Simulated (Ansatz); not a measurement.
# CH5GeNS: a ladder of functionals and wavefunction methods

The task here is to estimate one member of a computed series from the others.

Computed with Ansatz 0.2.0, Gaussian basis. Level: functionals in def2-TZVPP, the program's frozen cores in correlated methods.

Levels to be run: PBE-D4, r2SCAN-D4, PBE0-D4, B3LYP-D4, ωB97X-V, ωB97M-V, B2PLYP; CCSD(T)/def2-TZVPP; CCSD(T)/def2-QZVPP; extrapolation to the limit.

### The geometry

The geometry comes from an earlier relaxation with PBE0-D4 in a triple-zeta def2 set; it is a stationary point, not always the lowest conformer.

SMILES `C[S][Ge][NH2]`, 9 atoms, charge 0, spin multiplicity 1.

Atoms are counted from 1 here; the program's logs count them from 0.

Bond lengths: C1–S2 1.808 Å, C1–H5 1.090 Å, C1–H6 1.091 Å, C1–H7 1.091 Å, S2–Ge3 2.246 Å, Ge3–N4 1.822 Å, N4–H8 1.007 Å, N4–H9 1.007 Å. Angles: S2–C1–H5 107.3°, S2–C1–H6 111.2°, S2–C1–H7 111.2°, H5–C1–H6 108.5°, H5–C1–H7 108.5°, H6–C1–H7 110.1°, C1–S2–Ge3 107.7°, S2–Ge3–N4 99.6°, Ge3–N4–H8 119.9°, Ge3–N4–H9 127.7°, H8–N4–H9 112.4°.

Set-up of the first run:

The input, in.yaml:

```yaml
crystal:
  periodic: [false, false, false]
  atoms:
    - {symbol: C, position_ang: [-0.604004, 0.683767, 1.055034]}
    - {symbol: S, position_ang: [0.119544, -0.892421, 1.567593]}
    - {symbol: Ge, position_ang: [1.037670, -1.844439, -0.247799]}
    - {symbol: N, position_ang: [0.644084, -0.572882, -1.491222]}
    - {symbol: H, position_ang: [-1.048147, 1.139997, 1.939585]}
    - {symbol: H, position_ang: [-1.388846, 0.534173, 0.312296]}
    - {symbol: H, position_ang: [0.158635, 1.358766, 0.664018]}
    - {symbol: H, position_ang: [0.930063, -0.701158, -2.448592]}
    - {symbol: H, position_ang: [0.150990, 0.294198, -1.350924]}
basis:
  gaussian: {orbitals: def2-TZVPP}
hamiltonian: {xc: pbe, dispersion: d4}
output: {forces: true, orbitals: {seedname: orbitals}}
```

Command:

```console
> ansatz run in.yaml --threads 2 --pin off --events-out ev --progress --plain --max-ram 32768MiB --backend cpu
```

Steps of the session up to this table: PBE-D4 (GGA); r2SCAN-D4 (meta-GGA); PBE0-D4 (hybrid); B3LYP-D4 (hybrid); ωB97X-V (range-separated); ωB97M-V (range-separated); B2PLYP (double hybrid); CCSD(T) in def2-TZVPP; CCSD(T) in def2-QZVPP.

One table of the session follows, with a row left open; its other results are not shown here.

It belongs to the step «Atomisation energies». 

| method | atomisation energy (kJ/mol) |
| --- | --- |
| PBE-D4 | 3135.4 |
| r2SCAN-D4 | 3063.1 |
| PBE0-D4 | 3063.2 |
| B3LYP-D4 | 3069.5 |
| ωB97X-V | ? |
| ωB97M-V | 3070.4 |
| B2PLYP | 3022.4 |
| HF/def2-TZVPP | 2096.3 |
| MP2/def2-TZVPP | 2998.9 |
| CCSD/def2-TZVPP | 2909.5 |
| CCSD(T)/def2-TZVPP | 2966.6 |
| MP2/CBS | 3098.2 |
| CCSD(T)/CBS | 3066.0 |

**Question.** Estimate the row for ωB97X-V.

The run gave: atomisation energy (kJ/mol): 3074.7. In the column «atomisation energy (kJ/mol)» it lies between ωB97M-V (3070.4) and MP2/CBS (3098.2).

Limits of these values: Free atoms (1 C, 1 S, 1 Ge, 1 N, 5 H) were run apart at each level; the atomisation energy is their sum less the molecule, without zero-point or spin-orbit terms.
